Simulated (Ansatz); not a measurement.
**C₃H₄BrCl: small, medium and large basis sets**

Aim: see how fast density functionals converge with the basis set for C₃H₄BrCl.

Method: one geometry, several basis sets; program: Ansatz 0.2.0, Gaussian basis.

Plan: PBE0-D4/def2-SVP; ωB97M-V/def2-SVP; PBE0-D4/def2-QZVPP; ωB97M-V/def2-QZVPP; the functionals' def2-TZVPP values are taken from earlier runs.

**1. The relaxed structure**

An earlier PBE0-D4 in a triple-zeta def2 set relaxation fixed the geometry.

SMILES `C=CC(Cl)Br`, 9 atoms, charge 0, spin multiplicity 1.

Atoms are counted from 1 here; the program's logs count them from 0.

Bond lengths: C1–C2 1.324 Å, C1–H6 1.083 Å, C1–H7 1.085 Å, C2–C3 1.479 Å, C2–H8 1.085 Å, C3–Cl4 1.772 Å, C3–Br5 1.953 Å, C3–H9 1.086 Å. Angles: C2–C1–H6 121.2°, C2–C1–H7 121.6°, H6–C1–H7 117.2°, C1–C2–C3 122.4°, C1–C2–H8 121.8°, C3–C2–H8 115.8°, C2–C3–Cl4 111.0°, C2–C3–Br5 109.9°, C2–C3–H9 112.7°, Cl4–C3–Br5 110.2°, Cl4–C3–H9 107.4°, Br5–C3–H9 105.4°.

**2. PBE0-D4 in def2-SVP**

in.yaml reads:

```yaml
crystal:
  periodic: [false, false, false]
  atoms:
    - {symbol: C, position_ang: [0.034305, 0.608067, 1.318602]}
    - {symbol: C, position_ang: [-0.501813, 0.025129, 0.257127]}
    - {symbol: C, position_ang: [0.310363, -0.422989, -0.894272]}
    - {symbol: Cl, position_ang: [0.111999, -2.161310, -1.174523]}
    - {symbol: Br, position_ang: [-0.191695, 0.580678, -2.492778]}
    - {symbol: H, position_ang: [-0.578624, 0.928072, 2.152204]}
    - {symbol: H, position_ang: [1.101973, 0.787288, 1.390707]}
    - {symbol: H, position_ang: [-1.569222, -0.156093, 0.182337]}
    - {symbol: H, position_ang: [1.371112, -0.235042, -0.756704]}
basis:
  gaussian: {orbitals: def2-SVP}
hamiltonian: {xc: pbe0, dispersion: d4}
output: {orbitals: {seedname: orbitals}}
```

Further steps of the session: ωB97M-V in def2-SVP; PBE0-D4 in def2-QZVPP; ωB97M-V in def2-QZVPP.

Before running them: what should the planned runs give, taken together? Wanted: PBE0-D4: double and triple zeta above quadruple; ωB97M-V: double and triple zeta above quadruple.

**Answer**, as computed:

| quantity | value |
| --- | --- |
| PBE0-D4: double and triple zeta above quadruple | 18.35, 1.97 eV |
| ωB97M-V: double and triple zeta above quadruple | 18.37, 1.90 eV |

What this shows: For PBE0-D4 the step from double to triple zeta gains 16.37 eV and the next only 1.97 eV. Total energies overstate the basis error of differences, where much of it tends to cancel.
